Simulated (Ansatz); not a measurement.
# Ta4Ti: properties of a relaxed candidate

This session takes a relaxed cell of Ta4Ti and sets out to compute bands, density of states and charges.

Program: Ansatz 0.2.0. Level of theory: DFT PBE, scalar-relativistic, plane waves, PAW. These are calculated values, not measurements.

1 further run of the same task is left out (set aside as unsound or not needed).

**1. The structure to begin with**

The structure is hexagonal, space group P6/mmm (No. 191). The conventional cell has a = 8.274 Å, b = 8.274 Å, c = 4.867 Å, α = 90.00°, β = 90.00°, γ = 120.00°. Around Ti (site symmetry -6m2) lie 2 Ta at 2.43 Å. Ta (site symmetry m2m) has 5 Ta at 2.54 to 2.87 Å as nearest neighbours. Ta (site symmetry -6m2) has 2 Ti at 2.43 Å and 6 Ta at 2.70 Å as nearest neighbours.

Structure file:

```cif
data_structure
_symmetry_space_group_name_H-M 'P6/mmm'
_symmetry_Int_Tables_number 191
_cell_length_a 8.2743
_cell_length_b 8.2743
_cell_length_c 4.8672
_cell_angle_alpha 90.000
_cell_angle_beta 90.000
_cell_angle_gamma 120.000
_cell_volume 288.58
loop_
_atom_site_label
_atom_site_type_symbol
_atom_site_symmetry_multiplicity
_atom_site_Wyckoff_symbol
_atom_site_fract_x
_atom_site_fract_y
_atom_site_fract_z
_atom_site_occupancy
Ti1 Ti 2 c 0.33333 0.66667 0.00000 1
Ta1 Ta 6 k 0.00000 0.34663 0.50000 1
Ta2 Ta 2 d 0.33333 0.66667 0.50000 1
```

It is the end of an earlier relaxation with the same method, from a generated guess; it is a trial structure. At a tolerance of 0.05 Å it has space group P6/mmm (No. 191); it has 28.86 Å³/atom, an uncorrected energy of +1.77 eV/atom over the elements.

**2. Electronic structure at the relaxed geometry**

File input.yaml:

```yaml
crystal:
  lattice:
    - [8.2743239537, 0.0, 0.0]
    - [-4.1371619769, 7.1657747431, 0.0]
    - [0.0, 0.0, 4.8671553381]
  atoms:
    - { symbol: Ti, position: [0.3333333333, 0.6666666667, 0.0] }
    - { symbol: Ti, position: [0.6666666667, 0.3333333333, 0.0] }
    - { symbol: Ta, position: [0.0, 0.3466320641, 0.5] }
    - { symbol: Ta, position: [0.6533679359, 0.6533679359, 0.5] }
    - { symbol: Ta, position: [0.3466320641, 0.0, 0.5] }
    - { symbol: Ta, position: [0.0, 0.6533679359, 0.5] }
    - { symbol: Ta, position: [0.3466320641, 0.3466320641, 0.5] }
    - { symbol: Ta, position: [0.6533679359, 0.0, 0.5] }
    - { symbol: Ta, position: [0.3333333333, 0.6666666667, 0.5] }
    - { symbol: Ta, position: [0.6666666667, 0.3333333333, 0.5] }
basis:
  ecutwfc: 420
kpoints:
  mp_grid: { grid: [6, 6, 8] }
  band_path:
    path:
      - [[0.0, 0.0, 0.0], [0.5, 0.0, 0.0], [0.33333333, 0.33333333, 0.0], [0.0, 0.0, 0.0], [0.0, 0.0, 0.5], [0.5, 0.0, 0.5], [0.33333333, 0.33333333, 0.5], [0.0, 0.0, 0.5]]
      - [[0.5, 0.0, 0.5], [0.5, 0.0, 0.0]]
      - [[0.33333333, 0.33333333, 0.5], [0.33333333, 0.33333333, 0.0]]
    npoints: 14
hamiltonian:
  xc: pbe
scf:
  occupations: { method: gaussian, width: 0.1 }
  n_extra_bands: 25
output:
  forces: true
  stress: true
  eigenvalues: true
  populations: true
  dos: { projected: true, de: 0.02, nscf_kmesh: { grid: [8, 8, 10] } }
  bader: true
```

Launch:

```sh
$ ansatz run input.yaml --threads 1 --pin off --max-ram 2560MiB --backend cpu --events-out ev --progress --plain --runs-dir out
```

What does the calculation give? Wanted: gap; states at the Fermi level; Bader charges.

**Answer**, as computed:

| quantity | value |
| --- | --- |
| gap | none (metal) |
| states at the Fermi level | 9.31 per eV per cell |
| Bader charges | Ti +0.94, Ta -0.61 to -0.11 e |

In words: There is no gap at this level. Of the projected weight within 0.25 eV of the Fermi level, the largest part is Ta 5d (63 %) and Ti 3d (28 %). Charge transfer between the atoms is moderate (Bader charges up to 0.9 e). Spin-orbit coupling is left out, which matters for the bands of Ta.
